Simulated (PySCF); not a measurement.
**YCl3(H2O): other functionals and bases at one geometry**

Aim: see how levels, charges and forces of YCl3(H2O) depend on the level of theory. The structure is generated, not taken from experiment.

Program: PySCF 2.14.0. Level of theory: several levels, as the steps say, no spin–orbit coupling. These are calculated values, not measurements.

1 further run of the same task is left out (for a known fault of the program).

### 1 The starting structure

7 atoms, charge 0, spin multiplicity 1.

Bond lengths: Y1–Cl2 2.463 Å, Y1–Cl3 2.456 Å, Y1–Cl4 2.469 Å, Y1–O5 2.340 Å, O5–H6 0.967 Å, O5–H7 0.968 Å. Angles: Cl2–Y1–Cl3 117.5°, Cl2–Y1–Cl4 119.4°, Cl2–Y1–O5 94.7°, Cl3–Y1–Cl4 118.2°, Cl3–Y1–O5 110.7°, Cl4–Y1–O5 86.8°, Y1–O5–H6 125.8°, Y1–O5–H7 114.1°, H6–O5–H7 107.6°.

Geometry (Å):

```mol
Cl3H2OY
  3D, bonds by distance, orders not assigned

  7  6  0  0  0  0  0  0  0  0999 V2000
   -0.0032   -0.0316    0.0522 Y   0  0
    1.0835    1.9003    1.1255 Cl  0  0
   -1.4689   -1.4266    1.4439 Cl  0  0
    1.0374   -1.0581   -1.9380 Cl  0  0
   -1.2631    1.2619   -1.4363 O   0  0
   -1.4544    2.2047   -1.3430 H   0  0
   -1.0663    1.0946   -2.3697 H   0  0
  1  2  8  0
  1  3  8  0
  1  4  8  0
  1  5  8  0
  5  6  8  0
  5  7  8  0
M  END
```

Formal oxidation states: Y +3. An earlier session relaxed this geometry at PBE0, Y def2-SVP with ECP28, Cl def2-SVP, O def2-SVP, H def2-SVP (singlet, point group C1).

At PBE0 on the finer grid: E = -1494.630111 Eh, HOMO -8.50 eV, LUMO -1.49 eV, Mulliken charge on Y1 +0.76 e, largest force component 0.032 eV/Å. 

Levels to run: B3LYP; HF; PBE0, TZVP. Hardware: 2 threads of Arm Neoverse V1, shared host.

### 2 B3LYP

run.py (the lines that set the calculation) reads:

```python
mol = gto.M(atom='''
Y     -0.00324    -0.03163     0.05224
Cl     1.08350     1.90028     1.12550
Cl    -1.46886    -1.42662     1.44390
Cl     1.03743    -1.05807    -1.93795
O     -1.26313     1.26193    -1.43634
H     -1.45444     2.20471    -1.34296
H     -1.06626     1.09463    -2.36970''',
    basis={'Y': 'def2-SVP', 'Cl': 'def2-SVP', 'O': 'def2-SVP', 'H': 'def2-SVP'},
    ecp={'Y': 'def2-SVP'},
    charge=0, spin=0)
mf = dft.RKS(mol, xc='B3LYP')
mf.grids.atom_grid = (75, 302)
mf = mf.density_fit()  # fitting sets: Y def2-universal-JKFIT, Cl def2-universal-JKFIT, O def2-universal-JKFIT, H def2-universal-JKFIT
mf.conv_tol = 1e-08; mf.max_cycle = 55
mf.kernel(dm0)  # dm0: the density of the relaxed state
```

Command:

```
$ OMP_NUM_THREADS=2 python run.py
```

### 3 HF

Edit run.py (the lines that set the calculation) of step 2 so:

```diff
@@ -11,4 +11,3 @@
     charge=0, spin=0)
-mf = dft.RKS(mol, xc='B3LYP')
-mf.grids.atom_grid = (75, 302)
+mf = scf.RHF(mol)
 mf = mf.density_fit()  # fitting sets: Y def2-universal-JKFIT, Cl def2-universal-JKFIT, O def2-universal-JKFIT, H def2-universal-JKFIT
```

### 4 PBE0, TZVP

Basis: Y def2-TZVP with ECP28, Cl def2-TZVP, O def2-TZVP, H def2-TZVP. 

run.py (the lines that set the calculation) reads:

```python
mol = gto.M(atom='''
Y     -0.00324    -0.03163     0.05224
Cl     1.08350     1.90028     1.12550
Cl    -1.46886    -1.42662     1.44390
Cl     1.03743    -1.05807    -1.93795
O     -1.26313     1.26193    -1.43634
H     -1.45444     2.20471    -1.34296
H     -1.06626     1.09463    -2.36970''',
    basis={'Y': 'def2-TZVP', 'Cl': 'def2-TZVP', 'O': 'def2-TZVP', 'H': 'def2-TZVP'},
    ecp={'Y': 'def2-TZVP'},
    charge=0, spin=0)
mf = dft.RKS(mol, xc='PBE0')
mf.grids.atom_grid = (75, 302)
mf = mf.density_fit()  # fitting sets: Y def2-universal-JKFIT, Cl def2-universal-JKFIT, O def2-universal-JKFIT, H def2-universal-JKFIT
mf.conv_tol = 1e-08; mf.max_cycle = 55
mf.kernel(dm0)  # dm0: free metal ions and neutral atoms
```

Q: Predict the outcome of this session. Wanted: for each run, HOMO; gap; charge on Y1; dipole; largest force.

The runs gave:

| level | state | HOMO (eV) | gap (eV) | charge on Y1 (e) | dipole (D) | largest force (eV/Å) | basis functions | time |
| --- | --- | --- | --- | --- | --- | --- | --- | --- |
| PBE0 (relaxed here) | singlet | -8.50 | 7.01 | 0.76 | 5.66 | 0.03 | 109 | 16 s |
| B3LYP | singlet | -8.13 | 6.34 | 0.69 | 5.62 | 0.15 | 109 | 5.2 s |
| HF | singlet | -11.74 | 12.66 | 1.14 | 5.87 | 0.94 | 109 | 2.8 s |
| PBE0, TZVP | singlet | -8.63 | 6.96 | 1.23 | 5.51 | 0.23 | 194 | 14 s |

Times are on 2 threads of Arm Neoverse V1, shared host; the first row also made further properties.

In one basis the HOMO–LUMO gap runs from 6.34 eV (B3LYP) to 12.66 eV (HF). The largest leftover force, 0.94 eV/Å with HF, stands at a geometry relaxed at another level. The Mulliken charge on Y spans +0.69 to +1.23 e over the levels. Total energies of different levels can't be compared. Spin–orbit coupling is left out throughout.
